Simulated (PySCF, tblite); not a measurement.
**C4H5ClOSi: geometry, infrared bands and NMR shifts**

Aim: predict the infrared bands and NMR shifts of C4H5ClOSi (`Cl/C=C1\C=CO[SiH2]1`).

Programs: tblite 0.8.0 and PySCF 2.14.0, with density-fitted response routines of our own. Each step states its level of theory. These are calculated values for one molecule in the gas phase, unless marked as measured. Atoms count from 0, in the outputs and in this text.

## (1) The starting structure

12 atoms, charge 0, multiplicity 1; geometry from: force field or distance geometry start.

Bonds of the start (Å): Cl0–C1 1.73, C1–C2 1.32, C2–C3 1.45, C3–C4 1.34, C4–O5 1.39, O5–Si6 1.70, Si6–C2 1.88, C1–H7 1.09, C3–H8 1.09, C4–H9 1.08, Si6–H10 1.48, Si6–H11 1.49.

## (2) Optimising the geometry with GFN2-xTB

What the job is given:

```
{"job": {"kind": "relax", "xc": "GFN2-xTB", "basis": "xTB"}, "charge": 0, "multiplicity": 1}
Cl     3.171400    -0.688700     0.053300
C      1.837400     0.367700     0.356400
C      0.577800     0.072700     0.099500
C     -0.009000    -1.112200    -0.503300
C     -1.344800    -1.085800    -0.622500
O     -2.053800     0.040100    -0.217800
Si    -0.929100     1.154200     0.395600
H      2.183200     1.296900     0.816600
H      0.598800    -1.970100    -0.798000
H     -1.978600    -1.859300    -1.037000
H     -0.897900     2.389900    -0.417500
H     -1.154300     1.393900     1.848600
```

On the command line:

```bash
OMP_NUM_THREADS=1 python probes_run.py task.json out
```

One launch serves the whole session: the jobs run in the order shown.

**Question.** This job is followed by: GFN2-xTB harmonic vibrations, gas phase; GIAO PBE0/pcSseg-1 NMR shielding, non-relativistic, gas phase. What will the session give for the following? strongest single infrared mode (GFN2-xTB); zero-point energy (GFN2-xTB); ¹³C shifts against TMS (PBE0/pcSseg-1); ¹H shifts against TMS (PBE0/pcSseg-1, means over atoms taken as alike); ³⁵Cl shifts against HCl (PBE0/pcSseg-1); ¹⁷O shifts against H2O (PBE0/pcSseg-1); ²⁹Si shifts against TMS (PBE0/pcSseg-1).

The runs gave:

| quantity | value |
| --- | --- |
| strongest single infrared mode (GFN2-xTB) | 2312 cm⁻¹, 402 km/mol |
| zero-point energy (GFN2-xTB) | 47.1 kcal/mol |
| ¹³C shifts against TMS (PBE0/pcSseg-1) | 163.4, 143.1, 130.0, 114.7 ppm |
| ¹H shifts against TMS (PBE0/pcSseg-1, means over atoms taken as alike) | 6.89, 6.58, 5.95, 5.35 ppm |
| ³⁵Cl shifts against HCl (PBE0/pcSseg-1) | 239 ppm |
| ¹⁷O shifts against H2O (PBE0/pcSseg-1) | 116.4 ppm |
| ²⁹Si shifts against TMS (PBE0/pcSseg-1) | -14.6 ppm |

The optimisation took 28 steps and gained 0.140 eV; among the close pairs (by a distance rule), O5–Si6 changed most, from 1.698 to 1.657 Å. No mode is imaginary among the 30: a minimum at this level. The strongest single mode, at 2312 cm⁻¹, moves mainly H10 and H11. GFN2-xTB is a fitted tight-binding method: band positions and strengths are rough. Its intensities can rank the bands wrongly. At PBE0/pcSseg-1: The widest tensor belongs to Cl0: span 459 ppm, with a paramagnetic part of -436 ppm.
